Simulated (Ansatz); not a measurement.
# Searching the electronic states of FeSn2F12

Aim: see which self-consistent states FeSn2F12 reaches from different starts at one fixed geometry, and which of them is lowest. We look at FeSn2F12: a supercell of a measured crystal with one cation replaced (not relaxed), with 15 atoms per cell. One Sn of COD entry 1528582 is replaced by Fe, with no charge compensation.

Computed with Ansatz 0.2.0 (DFT PBE, PAW, plane waves, scalar-relativistic, unless a step's input says otherwise).

## (1) Starting point

Symmetry: Fmmm, No. 69, orthorhombic system. Conventional cell: a = 5.728 Å, b = 7.930 Å, c = 17.183 Å, α = 90.00°, β = 90.00°, γ = 90.00°. Around Sn (site symmetry mm2) lie 6 F at 1.88 to 2.03 Å. Fe (site symmetry mmm) has 6 F at 1.88 to 2.03 Å as nearest neighbours. F (site symmetry m) is surrounded by 1 Sn at 1.88 Å. F (site symmetry m2m) is surrounded by 1 Fe at 1.88 Å. F (site symmetry 2/m) has 2 Sn at 2.02 to 2.03 Å as nearest neighbours. F (site symmetry m) is surrounded by 1 Sn at 2.03 Å and 1 Fe at 2.03 Å.

As a file:

```
Sn Fe F
1.0
    -2.02500    2.02500    3.96500
     2.02500   -2.02500    3.96500
     6.07500    6.07500  -11.89500
Sn Fe F
2 1 12
Direct
  0.00000 0.00000 0.00000
  0.00000 0.00000 0.33333
  0.00000 0.00000 0.66667
  0.23700 0.23700 0.00000
  0.23700 0.23700 0.33333
  0.23700 0.23700 0.66667
  0.76300 0.76300 0.00000
  0.76300 0.76300 0.33333
  0.76300 0.76300 0.66667
  0.50000 0.00000 0.16667
  0.50000 0.00000 0.50000
  0.50000 0.00000 0.83333
  0.00000 0.50000 0.16667
  0.00000 0.50000 0.50000
  0.00000 0.50000 0.83333
```

In tables a label like F15 counts atoms in the order of input.yaml; a structure file may count by element.

The first starts: usual moment, plain SCF; no spin polarisation; spin on, no moments given (the program may seed its own), plain SCF. Further starts follow from what these give.

A plain SCF has the search for lower states switched off and ends at the first converged state. Ends within 0.2 meV/atom and 0.1 μB count as one state.

The total moment includes the space between the atomic spheres.

## (2) Usual moment, plain SCF

Input file input.yaml:

```yaml
crystal:
  lattice:
    - [-2.025, 2.025, 3.965]
    - [2.025, -2.025, 3.965]
    - [6.075, 6.075, -11.895]
  atoms:
    - { symbol: Sn, position: [0.0, 0.0, 0.0] }
    - { symbol: Sn, position: [0.0, 0.0, 0.33333333] }
    - { symbol: Fe, position: [0.0, 0.0, 0.66666667], spin: 4.0 }
    - { symbol: F, position: [0.237, 0.237, 0.0] }
    - { symbol: F, position: [0.237, 0.237, 0.33333333] }
    - { symbol: F, position: [0.237, 0.237, 0.66666667] }
    - { symbol: F, position: [0.763, 0.763, 0.0] }
    - { symbol: F, position: [0.763, 0.763, 0.33333333] }
    - { symbol: F, position: [0.763, 0.763, 0.66666667] }
    - { symbol: F, position: [0.5, 0.0, 0.16666667] }
    - { symbol: F, position: [0.5, 0.0, 0.5] }
    - { symbol: F, position: [0.5, 0.0, 0.83333333] }
    - { symbol: F, position: [0.0, 0.5, 0.16666667] }
    - { symbol: F, position: [0.0, 0.5, 0.5] }
    - { symbol: F, position: [0.0, 0.5, 0.83333333] }
magnetization:
  spin_polarized: true
hamiltonian:
  xc: pbe
  pseudopotentials: { kind: paw }
basis:
  ecutwfc: 420
kpoints:
  mp_grid: { grid: [3, 3, 1] }
scf:
  occupations: { method: gaussian, width: 0.01 }
  lower_state_search: "off"
output:
  forces: true
  stress: true
```

Launch:

```
ansatz run input.yaml --threads 4 --pin off --max-ram 9216MiB --backend cpu --events-out ev --progress --plain --runs-dir out
```

What it wrote:

```text
Engine: ansatz 0.2.0, x86_64-unknown-linux-gnu
Pseudopotentials: kind: paw
Pseudopotential: Sn, paw, valence charge 14, recommended cutoff 420 eV (normal), Sn.paw.azcp
Pseudopotential: Fe, paw, valence charge 16, recommended cutoff 420 eV (normal), Fe.paw.azcp
Pseudopotential: F, paw, valence charge 7, recommended cutoff 420 eV (normal), F.paw.azcp
Functional definition: PBE
  parameter kappa = 0.804
  parameter beta = 0.06672455060314922
  exchange = pbe_x(kappa = kappa, mu = beta*pi^2/3)
  correlation = pbe_c(beta = beta)
Crystal: 15 atoms, lattice volume = 195.108 Å³
Basis set: ecut = 420 eV, 3833 PW (Γ), exchange–correlation on 72×72×200 points (8 copies of the dense FFT grid, shifted against one another)
Bands: 81, of which v1, the nominal top of the filled ones, is band 64 counted from 1 (63 counted from 0)
Symmetry: 8 space group operations
Space group: Fmmm (ITA 69), of the structure as read, at distance tolerance 5.8e-5 Å
Magnetic group: BNS 69.521 (UNI 619), of the structure as read, at distance tolerance 5.8e-5 Å
k-points: 4 of 9
Non-local potential: Sn, projectors of the file, l = 0: 2, l = 1: 2, l = 2: 2, l = 3: 2
Non-local potential: Fe, projectors of the file, l = 0: 3, l = 1: 2, l = 2: 3, l = 3: 1
Non-local potential: F, projectors of the file, l = 0: 2, l = 1: 2, l = 2: 1
PAW form: soft (Blöchl's): semilocal exchange-correlation on the pseudo side does not see the compensation charge
PAW one-centre angular grid: Sn, 590 points (default); XC on 64 Gauss nodes
PAW one-centre angular grid: Fe, 590 points (default); XC on 64 Gauss nodes
PAW one-centre angular grid: F, 110 points (default); XC on 64 Gauss nodes
Initial density: superposition of atomic densities (chi_scale 0.1, normalization cell, long waves kept (reshape's long-wave potential 0.15 eV rms))
Starting moments: Σ|m| = 4 μB on 1 of 15 sites
Initial wavefunctions: pseudopotential atomic-orbital guess
Functional: x = pbe(κ = 0.804, μ = 0.2195149727645171), c = pbe(β = 0.06672455060314922)
SCF iter   1: F=—  HF=-26254.505551 eV  |F-HF|=—  |Δ(HF+E_count)|=         —  Δρ=2.75e-1 (↑9.90e-2 ↓2.75e-1)  dr2=2.70e2  dr2_m=1.77e1  M=1.081 μB ∫|m|=1.101 μB  β_m=0.30  ethr=3.10e-3  ⟨swp⟩=6.0  Hψ=2572  notcnv=0  defer=4
preconditioner: auto → Resta (q_TF=auto, 2.543 Å⁻¹)  ε∞=3.4  [insulator: Δε(μ)=0.028 eV  Ē_g=18.807 eV  σ=0.010 eV  W_gap=0.86  n_scr=46 (ndim 8)  ℏωp=29.1 eV  f_vac=0.065  D(μ)=27.41/eV (n_scr^D=418)  ε∞_Penn≈3.4]
spin=Collinear: Resta preconditioning applied to the charge; magnetization (m = ρ↑ − ρ↓) channel mixes plain (no charge-response kernel on spin).
SCF iter   2: F=—  HF=-26250.426104 eV  |F-HF|=—  |Δ(HF+E_count)|=    4.08e0  Δρ=2.02e-1 (↑2.02e-1 ↓1.07e-1)  dr2=1.80e2  dr2_m=5.56e0  M=2.000 μB ∫|m|=2.347 μB  β_m=0.30  ethr=3.10e-3  ⟨swp⟩=5.0  Hψ=1797  notcnv=0  defer=92
SCF iter   3: F=—  HF=-26230.620529 eV  |F-HF|=—  |Δ(HF+E_count)|=    1.98e1  Δρ=5.83e-2 (↑5.25e-2 ↓5.83e-2)  dr2=1.56e1  dr2_m=5.00e-1  M=4.000 μB ∫|m|=4.142 μB  β_m=0.30  ethr=3.10e-3  ⟨swp⟩=4.0  Hψ=1482  notcnv=0  defer=94
SCF iter   4: F=—  HF=-26228.175658 eV  |F-HF|=—  |Δ(HF+E_count)|=    2.44e0  Δρ=2.50e-2 (↑2.50e-2 ↓2.30e-2)  dr2=1.83e0  dr2_m=2.29e-1  M=4.000 μB ∫|m|=4.180 μB  β_m=0.30  ethr=3.10e-3  ⟨swp⟩=3.2  Hψ=1320  notcnv=0  defer=97
SCF iter   5: F=—  HF=-26228.663755 eV  |F-HF|=—  |Δ(HF+E_count)|=   4.88e-1  Δρ=5.61e-2 (↑2.45e-2 ↓5.61e-2)  dr2=1.03e1  dr2_m=8.12e-1  M=3.994 μB ∫|m|=4.117 μB  β_m=0.30  ethr=1.43e-3  ⟨swp⟩=3.1  Hψ=1303  notcnv=0  defer=99
SCF iter   6: F=—  HF=-26228.041441 eV  |F-HF|=—  |Δ(HF+E_count)|=   6.22e-1  Δρ=2.07e-2 (↑1.02e-2 ↓2.07e-2)  dr2=1.57e0  dr2_m=1.22e-1  M=4.000 μB ∫|m|=4.198 μB  β_m=0.30  ethr=1.43e-3  ⟨swp⟩=3.0  Hψ=1241  notcnv=0  defer=98
SCF iter   7: F=—  HF=-26227.896825 eV  |F-HF|=—  |Δ(HF+E_count)|=   1.45e-1  Δρ=5.02e-3 (↑4.60e-3 ↓5.02e-3)  dr2=2.59e-2  dr2_m=3.22e-2  M=4.000 μB ∫|m|=4.193 μB  β_m=0.30  ethr=1.23e-3  ⟨swp⟩=2.0  Hψ=765  notcnv=0  defer=98
Mixer restart at iter 7: flushing history
spin-set hold released at iteration 7 (the charge has settled, or the pull on large starting moments outlasts its swing): the magnetisation degrees of freedom join the quasi-Newton model from the next iteration; the mixer history was flushed
SCF iter   8: F=—  HF=-26227.904874 eV  |F-HF|=—  |Δ(HF+E_count)|=   8.05e-3  Δρ=3.72e-3 (↑3.19e-3 ↓3.72e-3)  dr2=1.80e-2  dr2_m=1.67e-2  M=4.000 μB ∫|m|=4.195 μB  β_m=0.65  ethr=2.02e-5  ⟨swp⟩=2.0  Hψ=792  notcnv=0  defer=98
SCF iter   9: F=—  HF=-26227.934473 eV  |F-HF|=—  |Δ(HF+E_count)|=   2.96e-2  Δρ=7.62e-3 (↑2.82e-3 ↓7.62e-3)  dr2=1.99e-1  dr2_m=1.31e-2  M=4.000 μB ∫|m|=4.195 μB  β_m=0.42  ethr=1.41e-5  ⟨swp⟩=3.0  Hψ=1132  notcnv=0  defer=98  recentre
SCF iter  10: F=—  HF=-26227.917058 eV  |F-HF|=—  |Δ(HF+E_count)|=   1.74e-2  Δρ=8.84e-4 (↑6.82e-4 ↓8.84e-4)  dr2=1.20e-3  dr2_m=9.14e-4  M=4.000 μB ∫|m|=4.201 μB  β_m=0.71  ethr=1.41e-5  ⟨swp⟩=3.0  Hψ=1222  notcnv=0  defer=98
SCF iter  11: F=—  HF=-26227.918102 eV  |F-HF|=—  |Δ(HF+E_count)|=   1.04e-3  Δρ=9.68e-4 (↑3.59e-4 ↓9.68e-4)  dr2=2.76e-3  dr2_m=3.01e-4  M=4.000 μB ∫|m|=4.200 μB  β_m=0.71  ethr=9.37e-7  ⟨swp⟩=2.0  Hψ=1104  notcnv=0  defer=98
SCF iter  12: F=—  HF=-26227.917848 eV  |F-HF|=—  |Δ(HF+E_count)|=   2.54e-4  Δρ=1.72e-4 (↑1.10e-4 ↓1.72e-4)  dr2=6.29e-5  dr2_m=2.01e-5  M=4.000 μB ∫|m|=4.200 μB  β_m=0.71  ethr=9.37e-7  ⟨swp⟩=2.0  Hψ=925  notcnv=0  defer=98
SCF iter  13: F=—  HF=-26227.917762 eV  |F-HF|=—  |Δ(HF+E_count)|=   8.62e-5  Δρ=5.98e-5 (↑5.24e-5 ↓5.98e-5)  dr2=1.36e-5  dr2_m=1.31e-6  M=4.000 μB ∫|m|=4.199 μB  β_m=0.69  ethr=4.91e-8  ⟨swp⟩=2.0  Hψ=1105  notcnv=0  defer=98
SCF iter  14: F=—  HF=-26227.917762 eV  |F-HF|=—  |Δ(HF+E_count)|=   6.79e-7  Δρ=3.87e-5 (↑2.81e-5 ↓3.87e-5)  dr2=6.66e-6  dr2_m=4.68e-7  M=4.000 μB ∫|m|=4.199 μB  β_m=0.79  ethr=1.06e-8  ⟨swp⟩=2.1  Hψ=957  notcnv=0  defer=98
SCF iter  15: F=—  HF=-26227.917763 eV  |F-HF|=—  |Δ(HF+E_count)|=   5.93e-7  Δρ=1.19e-5 (↑1.04e-5 ↓1.19e-5)  dr2=6.70e-7  dr2_m=1.93e-8  M=4.000 μB ∫|m|=4.199 μB  β_m=0.68  ethr=5.20e-9  ⟨swp⟩=2.0  Hψ=748  notcnv=0  defer=98
SCF iter  16: F=-26227.917763 eV  HF=-26227.917763 eV  |F-HF|=8.37e-9  |Δ(HF+E_count)|=   3.63e-8  Δρ=2.70e-6 (↑2.54e-6 ↓2.70e-6)  dr2=4.02e-8  dr2_m=9.77e-10  M=4.000 μB ∫|m|=4.199 μB  ethr=7.81e-11  ⟨swp⟩=3.0  Hψ=2341  notcnv=0
SCF 1 converged in 16 iterations: F = -26227.917763 eV  dr2 = 4.02e-8
SCF converged after 16 iterations
Magnetization: 4.0000 μB (66.0000 up, 62.0000 down)
Absolute magnetization: 4.2115 μB (∫|ρ↑−ρ↓|, with the PAW one-centre terms)
Spin contamination: 0.0792 ħ² per cell (⟨S²⟩ above its minimum at these occupations)
Per-site moments (μB) at R_I (Å): [(0.0019776337854596534, 0.7752566249999999), (0.0019776337854586603, 0.7752566249999997), (3.141741682065369, 0.775256625), (0.003072654155269281, 0.7752566249999999), (0.0030726541552691515, 0.775256625), (0.10005630693629337, 0.775256625), (0.003072654155269435, 0.775256625), (0.0030726541552694806, 0.7752566249999997), (0.10005630693629368, 0.775256625), (0.0013188911425087355, 0.8353124958234375), (0.07160163616795107, 0.8353124958234373), (0.07160163616795097, 0.8353124958234376), (0.0013188911425090347, 0.8353124958234375), (0.07160163616795127, 0.8353124958234373), (0.07160163616795105, 0.8353124958234376)]
Free energy (F): -26227.917763 eV
Harris-Foulkes:  -26227.917763 eV  (|F-HF|=8.37e-9)
Internal energy: -26227.917763 eV  (E = F + TS)
E sigma→0 (E₀):  -26227.917763 eV
Fermi energy:    2.359577 eV
--- Per-component energies (eV) ---
  E_band       = -1277.055632
  E_kinetic    = 3176.751143
  E_local      = -12613.009935  (includes V_loc(G=0)·N_el)
  E_nonlocal   = 1043.998697
  E_hartree    = 5248.708704
  E_xc         = -1821.763767
  E_vxc        = -1548.440278  (∫ρ·V_xc dr)
  E_paw        = -12067.093920  (= ΣΔE_a)
  E_vpaw       = -1833.789854  (= ΣTr[D̂ρ^β])
  E_aug_tail   = 0.025363  (compensation charges beyond the density's cutoff)
  E_ewald      = -9195.534048
  E_smearing   = -0.000000  (= −TS)
  E_closure    = -0.000000  (closes the sum)
  Σ components = -26227.917763   (vs F -26227.917763, Δ=0.00e0)
--- Forces (eV/Å), atoms counted from 1 ---
  atom   1  Sn    -0.06637230    -0.06637230    -0.00000000
  atom   2  Sn     0.06637230     0.06637230     0.00000000
  atom   3  Fe    -0.00000000     0.00000000     0.00000000
  atom   4  F     -0.01419258    -0.01419258     0.69001542
  atom   5  F      0.01419258     0.01419258     0.69001542
  atom   6  F     -0.00000000    -0.00000000    -2.84149841
  atom   7  F     -0.01419258    -0.01419258    -0.69001542
  atom   8  F      0.01419258     0.01419258    -0.69001542
  atom   9  F      0.00000000     0.00000000     2.84149841
  atom  10  F     -0.00000000     0.00000000    -0.00000000
  atom  11  F      0.05239651     1.47598290    -0.00000000
  atom  12  F     -0.05239651    -1.47598290     0.00000000
  atom  13  F     -0.00000000     0.00000000     0.00000000
  atom  14  F      1.47598290     0.05239651     0.00000000
  atom  15  F     -1.47598290    -0.05239651    -0.00000000
  max |Σ_I F_I| component: 4.48e-16 eV/Å
--- Stress (GPa, compression-positive) ---
        2.622113       0.028122       0.000000
        0.028122       2.622113      -0.000000
        0.000000      -0.000000      -1.475715
  P = ⅓ Tr σ = 1.2562 GPa (12.562 kbar)
```

Wall time 3.6 s (4 threads of AMD EPYC 9R45 (Zen 5), shared host); peak memory 0.73 GiB.

End: ferromagnetic, site moments Fe3 3.14 μB, total 4.00 μB per cell, a gap of 0.50 eV on the k-mesh.

## (3) No spin polarisation

Edit input.yaml of step 2 so:

```diff
@@ -8,3 +8,3 @@
     - { symbol: Sn, position: [0.0, 0.0, 0.33333333] }
-    - { symbol: Fe, position: [0.0, 0.0, 0.66666667], spin: 4.0 }
+    - { symbol: Fe, position: [0.0, 0.0, 0.66666667] }
     - { symbol: F, position: [0.237, 0.237, 0.0] }
@@ -21,4 +21,2 @@
     - { symbol: F, position: [0.0, 0.5, 0.83333333] }
-magnetization:
-  spin_polarized: true
 hamiltonian:
```

Launch:

```
ansatz run input.yaml --threads 4 --pin off --max-ram 9216MiB --backend cpu --events-out ev --progress --plain --runs-dir out
```

What it wrote, shortened:

```text
[... 12 lines as in an earlier run ...]
Bands: 79, of which v1, the nominal top of the filled ones, is band 64 counted from 1 (63 counted from 0)
[... 10 lines as in an earlier run ...]
[...]
[... 2 lines as in an earlier run ...]
SCF iter   1: F=—  HF=-26226.162492 eV  |F-HF|=—  |Δ(HF+E_count)|=         —  Δρ=1.33e-2  dr2=2.85e-1  ethr=1.77e-3  ⟨swp⟩=6.0  Hψ=1231  notcnv=0  defer=4
[...]
SCF iter  14: F=-26226.108589 eV  HF=-26226.108589 eV  |F-HF|=3.20e-8  |Δ(HF+E_count)|=   3.66e-9  Δρ=8.87e-6  dr2=4.08e-8  ethr=7.81e-11  ⟨swp⟩=4.8  Hψ=983  notcnv=0
[...]
SCF converged after 14 iterations
Free energy (F): -26226.108589 eV
[...]
E sigma→0 (E₀):  -26226.107939 eV
Entropy (-TS):   -0.001301 eV (-0.087 meV/atom)
Fermi energy:    2.580381 eV
[...]
--- Forces (eV/Å), atoms counted from 1 ---
  atom   1  Sn    -0.13931672    -0.13931672    -0.00000000
  atom   2  Sn     0.13931672     0.13931672     0.00000000
  atom   3  Fe    -0.00000000     0.00000000     0.00000000
  atom   4  F     -0.01911659    -0.01911659     0.66236073
  atom   5  F      0.01911659     0.01911659     0.66236073
  atom   6  F      0.00000000     0.00000000    -2.89013330
  atom   7  F     -0.01911659    -0.01911659    -0.66236073
  atom   8  F      0.01911659     0.01911659    -0.66236073
[...]
--- Stress (GPa, compression-positive) ---
        0.124266       0.047015       0.000000
        0.047015       0.124266      -0.000000
        0.000000      -0.000000      -1.822715
  P = ⅓ Tr σ = -0.5247 GPa (-5.247 kbar)
```

It took 2.1 s on 4 threads of AMD EPYC 9R45 (Zen 5), shared host; peak memory 0.69 GiB.

End: non-magnetic (no spin polarisation), a gap of 0.02 eV on the k-mesh. It lies 121 meV/atom above the lowest state so far (step 2).

## (4) Spin on, no moments given (the program may seed its own), plain SCF

Edit input.yaml of step 3 so:

```diff
@@ -34 +34,7 @@
   stress: true
+  write_density: true
+  write_potential: true
+  elf: true
+  volumetric_format: npy
+magnetization:
+  spin_polarized: true
```

Launch:

```
ansatz run input.yaml --threads 4 --pin off --max-ram 9216MiB --backend cpu --events-out ev --progress --plain --runs-dir out
```

What it wrote, shortened:

```text
band count auto-derived: 81 (N_el = 128.0; filled up to band 64; 79 by the electrons, moments and atoms)
[... 26 lines as in an earlier run ...]
SCF iter   1: F=—  HF=-26258.622271 eV  |F-HF|=—  |Δ(HF+E_count)|=         —  Δρ=1.87e-1 (↑1.87e-1 ↓1.87e-1)  dr2=2.91e2  dr2_m=0.00e0  M=0.000 μB ∫|m|=0.000 μB  β_m=0.30  ethr=3.10e-3  ⟨swp⟩=6.0  Hψ=1286  notcnv=0  defer=2
[...]
[... 1 line as in an earlier run ...]
[...]
SCF iter  24: F=-26227.917763 eV  HF=-26227.917763 eV  |F-HF|=5.24e-9  |Δ(HF+E_count)|=   2.04e-8  Δρ=1.07e-6 (↑8.20e-7 ↓1.07e-6)  dr2=5.59e-9  dr2_m=1.03e-10  M=4.000 μB ∫|m|=4.199 μB  ethr=2.93e-12  ⟨swp⟩=5.8  Hψ=3595  notcnv=0
[...]
SCF converged after 24 iterations
an eigenvalue changed by more than its tolerance at an iteration that met the thresholds in force, so the SCF went on 2 times, its first undamped step at iteration 22: the last check found none over its tolerance
Magnetization: 4.0000 μB (66.0000 up, 62.0000 down)
Absolute magnetization: 4.2115 μB (∫|ρ↑−ρ↓|, with the PAW one-centre terms)
Spin contamination: 0.0792 ħ² per cell (⟨S²⟩ above its minimum at these occupations)
[...]
Free energy (F): -26227.917763 eV
[...]
E sigma→0 (E₀):  -26227.917763 eV
Fermi energy:    2.359609 eV
[... 42 lines left out: energy terms, forces, stress, bands ...]
```

Wall time 4 s (4 threads of AMD EPYC 9R45 (Zen 5), shared host); peak memory 0.77 GiB.

This is the state of step 2 again (ferromagnetic), after 24 iterations.

## (5) Usual moment scaled by 0.1, plain SCF

Edit input.yaml of step 4 so:

```diff
@@ -8,3 +8,3 @@
     - { symbol: Sn, position: [0.0, 0.0, 0.33333333] }
-    - { symbol: Fe, position: [0.0, 0.0, 0.66666667] }
+    - { symbol: Fe, position: [0.0, 0.0, 0.66666667], spin: 0.4 }
     - { symbol: F, position: [0.237, 0.237, 0.0] }
@@ -21,2 +21,4 @@
     - { symbol: F, position: [0.0, 0.5, 0.83333333] }
+magnetization:
+  spin_polarized: true
 hamiltonian:
@@ -34,7 +36 @@
   stress: true
-  write_density: true
-  write_potential: true
-  elf: true
-  volumetric_format: npy
-magnetization:
-  spin_polarized: true
```

Launch:

```
ansatz run input.yaml --threads 4 --pin off --max-ram 9216MiB --backend cpu --events-out ev --progress --plain --runs-dir out
```

What it wrote, shortened:

```text
[... 12 lines as in an earlier run ...]
Bands: 80, of which v1, the nominal top of the filled ones, is band 64 counted from 1 (63 counted from 0)
[... 12 lines as in an earlier run ...]
Starting moments: Σ|m| = 0.4 μB on 1 of 15 sites
[... 2 lines as in an earlier run ...]
SCF iter   1: F=—  HF=-26258.579500 eV  |F-HF|=—  |Δ(HF+E_count)|=         —  Δρ=1.97e-1 (↑1.78e-1 ↓1.97e-1)  dr2=2.91e2  dr2_m=2.13e-1  M=0.000 μB ∫|m|=0.040 μB  β_m=0.30  ethr=3.10e-3  ⟨swp⟩=6.0  Hψ=2506  notcnv=0  defer=12
[...]
[... 1 line as in an earlier run ...]
[...]
spin-set hold released at iteration 8 (site moments contracting): the magnetisation degrees of freedom join the quasi-Newton model from the next iteration; the mixer history was flushed
[...]
SCF iter  33: F=-26227.917763 eV  HF=-26227.917763 eV  |F-HF|=9.56e-9  |Δ(HF+E_count)|=   9.75e-8  Δρ=1.39e-6 (↑1.20e-6 ↓1.39e-6)  dr2=1.36e-8  dr2_m=5.68e-10  M=4.000 μB ∫|m|=4.199 μB  ethr=7.81e-11  ⟨swp⟩=2.9  Hψ=2040  notcnv=0
[...]
SCF converged after 33 iterations
Magnetization: 4.0000 μB (66.0000 up, 62.0000 down)
Absolute magnetization: 4.2115 μB (∫|ρ↑−ρ↓|, with the PAW one-centre terms)
Spin contamination: 0.0792 ħ² per cell (⟨S²⟩ above its minimum at these occupations)
[...]
Free energy (F): -26227.917763 eV
[...]
E sigma→0 (E₀):  -26227.917763 eV
Fermi energy:    2.359604 eV
[... 37 lines left out: energy terms, forces, stress ...]
```

Run time: 4.3 s. Hardware: 4 threads of AMD EPYC 9R45 (Zen 5), shared host; peak memory 0.73 GiB.

Nothing new: the 33 iterations lead to the state found in step 2 (ferromagnetic).

## (6) Moments + scaled by 0.5, plain SCF

Edit input.yaml of step 5 so:

```diff
@@ -8,3 +8,3 @@
     - { symbol: Sn, position: [0.0, 0.0, 0.33333333] }
-    - { symbol: Fe, position: [0.0, 0.0, 0.66666667], spin: 0.4 }
+    - { symbol: Fe, position: [0.0, 0.0, 0.66666667], spin: 2.0 }
     - { symbol: F, position: [0.237, 0.237, 0.0] }
```

Launch:

```
ansatz run input.yaml --threads 4 --pin off --max-ram 9216MiB --backend cpu --events-out ev --progress --plain --runs-dir out
```

What it wrote, shortened:

```text
[... 25 lines as in an earlier run ...]
Starting moments: Σ|m| = 2 μB on 1 of 15 sites
[... 2 lines as in an earlier run ...]
SCF iter   1: F=—  HF=-26257.547384 eV  |F-HF|=—  |Δ(HF+E_count)|=         —  Δρ=2.35e-1 (↑1.40e-1 ↓2.35e-1)  dr2=2.86e2  dr2_m=5.11e0  M=0.318 μB ∫|m|=0.373 μB  β_m=0.30  ethr=3.10e-3  ⟨swp⟩=6.0  Hψ=2523  notcnv=0  defer=10
[...]
spin=Collinear: Kerker preconditioning applied to the charge; magnetization (m = ρ↑ − ρ↓) channel mixes plain (no charge-response kernel on spin).
[...]
[... 1 line as in an earlier run ...]
[...]
spin-set hold released at iteration 7 (site moments contracting): the magnetisation degrees of freedom join the quasi-Newton model from the next iteration; the mixer history was flushed
[...]
SCF iter  17: F=-26227.917763 eV  HF=-26227.917763 eV  |F-HF|=3.18e-8  |Δ(HF+E_count)|=   2.25e-8  Δρ=4.58e-6 (↑1.82e-6 ↓4.58e-6)  dr2=8.14e-8  dr2_m=4.75e-9  M=4.000 μB ∫|m|=4.199 μB  ethr=7.81e-11  ⟨swp⟩=4.0  Hψ=1808  notcnv=0
[...]
SCF converged after 17 iterations
Magnetization: 4.0000 μB (66.0000 up, 62.0000 down)
Absolute magnetization: 4.2115 μB (∫|ρ↑−ρ↓|, with the PAW one-centre terms)
Spin contamination: 0.0792 ħ² per cell (⟨S²⟩ above its minimum at these occupations)
[...]
Free energy (F): -26227.917763 eV
[...]
E sigma→0 (E₀):  -26227.917763 eV
Fermi energy:    2.359584 eV
[... 37 lines left out: energy terms, forces, stress ...]
```

It took 2.7 s on 4 threads of AMD EPYC 9R45 (Zen 5), shared host; peak memory 0.73 GiB.

The run ends in the same state as step 2 (ferromagnetic); it took 17 iterations.

[end of part 1 of 2]
